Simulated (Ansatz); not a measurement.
Write a Python script for the Python package of Ansatz (0.2.0) that makes vertical spin-state energies of CH₄O₃Se, SMILES OC(O)(O)[SeH]. Level of theory (for the species named): B3LYP, 6-31G* basis, multiplicity 1.

| atom | x (Å) | y (Å) | z (Å) |
| --- | --- | --- | --- |
| O | -0.1032 | 0.8542 | -1.1083 |
| C | 0.2315 | 0.0285 | -0.0884 |
| O | 1.5664 | -0.2667 | -0.2362 |
| O | -0.4514 | -1.1381 | -0.1524 |
| Se | -0.0370 | 0.9047 | 1.6199 |
| H | -1.1277 | 1.0644 | -1.0204 |
| H | 1.7346 | -0.7131 | -1.0983 |
| H | -0.1647 | -1.7159 | 0.5793 |
| H | -1.5600 | 0.9356 | 1.4876 |

Script `ch4o3se.py`:
```python
'''Gap between spin states of CH4O3Se at one geometry.'''

import ansatz as az

params = {
    'basis': '6-31G*',
    'functional': 'B3LYP',
}

GEOMETRY = '''
O    -0.10320    0.85420   -1.10830
C     0.23150    0.02850   -0.08840
O     1.56640   -0.26670   -0.23620
O    -0.45140   -1.13810   -0.15240
Se   -0.03700    0.90470    1.61990
H    -1.12770    1.06440   -1.02040
H     1.73460   -0.71310   -1.09830
H    -0.16470   -1.71590    0.57930
H    -1.56000    0.93560    1.48760
'''

ch4o3se = az.Crystal.molecule()
for line in GEOMETRY.strip().splitlines():
    symbol, *xyz = line.split()
    ch4o3se = ch4o3se.atom(symbol, [float(v) for v in xyz])

calculation = (
    ch4o3se.calculation()
    .basis(gaussian=params['basis'])
    .functional(params['functional'])
)
found = {}
for unpaired in [0, 2]:
    r = calculation.spin('collinear', total=unpaired).run(threads=1, pin='off').report
    s = unpaired / 2
    found[unpaired] = r['free_energy_ev']
    print(f'2S+1 = {unpaired + 1}: E = {found[unpaired]:.5f} eV, <S^2> = {abs(r["mean_field"]["state"]["spin_squared"]):.3f} (pure state {s * (s + 1):.2f})')
lowest = min(found, key=found.get)
for unpaired, e in found.items():
    print(f'multiplicity {unpaired + 1}: {(e - found[lowest]):.3f} eV above the lowest')
```

Running `python ch4o3se.py` prints:
```text
2S+1 = 1: E = -72584.60049 eV, <S^2> = 0.000 (pure state 0.00)
2S+1 = 3: E = -72580.09852 eV, <S^2> = 2.004 (pure state 2.00)
multiplicity 1: 0.000 eV above the lowest
multiplicity 3: 4.502 eV above the lowest
```

In order: multiplicity 1 (+0.00 eV) and multiplicity 3 (+4.50 eV), all at the one geometry.

Caveats:
- Total energies depend on the basis set; only differences at equal settings carry meaning.
- The geometry is a force-field or estimated start, not a minimum of this method, and the basis set is short of its limit. All parts are taken at fixed geometry, without zero-point energy.
- b3lyp holds the VWN-RPA fit, as in Gaussian; the form of ORCA and Turbomole is b3lyp5.
- It ran for 14 s on 1 thread of Intel(R) Xeon(R) Processor @ 2.30GHz, with other jobs on the host, peak memory 0.42 GiB.
